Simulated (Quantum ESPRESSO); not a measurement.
Something may be wrong with this Quantum ESPRESSO 7.5 calculation of MoSe.

The input pw.in:

```
&CONTROL
  calculation = 'scf'
  prefix = 'pwscf'
  outdir = './tmp'
  pseudo_dir = './pseudo'
  tprnfor = .true.
  tstress = .true.
  disk_io = 'low'
/
&SYSTEM
  ibrav = 2
  nat = 2
  ntyp = 2
  ecutwfc = 70
  nbnd = 16
  occupations = 'smearing'
  smearing = 'fd'
  degauss = 0.00367493
/
&ELECTRONS
  conv_thr = 4d-10
  electron_maxstep = 80
  mixing_beta = 0.5
/
ATOMIC_SPECIES
Mo    95.9500 Mo_ONCV_PBE-1.2.upf
Se    78.9710 Se_ONCV_PBE-1.2.upf
CELL_PARAMETERS angstrom
   0.0000000000    2.8928795100    2.8928795100
   2.8928795100    0.0000000000    2.8928795100
   2.8928795100    2.8928795100    0.0000000000
ATOMIC_POSITIONS crystal
Mo     0.0000000000    0.0000000000    0.0000000000
Se     0.5000000000    0.5000000000    0.5000000000
K_POINTS automatic
4 4 4 1 1 1
```

Potentials or basis: SG15 PBE 1.2.

The run is started by

```bash
$ OMP_NUM_THREADS=1 pw.x -in pw.in > pw.out
```

pw.out:

```text
This program is part of the open-source Quantum ESPRESSO suite
     for quantum simulation of materials; please cite
         "P. Giannozzi et al., J. Phys.:Condens. Matter 21 395502 (2009);
         "P. Giannozzi et al., J. Phys.:Condens. Matter 29 465901 (2017);
         "P. Giannozzi et al., J. Chem. Phys. 152 154105 (2020);
     in publications or presentations arising from this work. More details at

 %%%%%%%%%%%%%%%%%%%%%%%%%%%%%%%%%%%%%%%%%%%%%%%%%%%%%%%%%%%%%%%%%%%%%%%%%%%%%%
     Error in routine  iosys (1):
      invalid lattice parameters ( celldm or a )
 %%%%%%%%%%%%%%%%%%%%%%%%%%%%%%%%%%%%%%%%%%%%%%%%%%%%%%%%%%%%%%%%%%%%%%%%%%%%%%

     stopping ...
```

**Question.** Diagnose the run.

**Answer.** The program refused the input. The input holds a flaw that was put in on purpose: ibrav does not fit the cell card.
